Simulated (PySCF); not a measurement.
FGaBrH, in a box:

```
CELL_PARAMETERS angstrom
13.00000 0.00000 0.00000
0.00000 12.00000 0.00000
0.00000 0.00000 11.00000
ATOMIC_POSITIONS crystal
F 0.37490 0.45380 0.51352
Ga 0.50412 0.50777 0.49329
Br 0.62376 0.38953 0.56682
H 0.52267 0.62015 0.44029
```

The cell isn't the ideal one: atoms moved at random, drawn with an rms of 0.05 Å.

Base run:

- Program: PySCF 2.14.0
- Functional: SCAN
- Dispersion: D3(BJ)
- Potentials or basis: pob-tzvp-rev2 (all-electron)
- k mesh: 1 × 1 × 1
- Occupations: fixed
- Spin: no spin polarisation

Its results: gap between the frontier levels 5.81 eV.

Problem. The run is repeated on the same cell with these changes: functional from SCAN to r2SCAN50. What comes out?

Solution. Gap between the frontier levels 9.88 eV.

r2SCAN50 gives the wider gap, since exact exchange removes part of the self-interaction.

Caveats: this is a molecule in a periodic box at the Γ point, so its band gap is the HOMO-LUMO gap; relativity is left out, which matters for the heavier elements; the basis of atomic orbitals isn't converged, which shifts pressures, moduli and gaps.

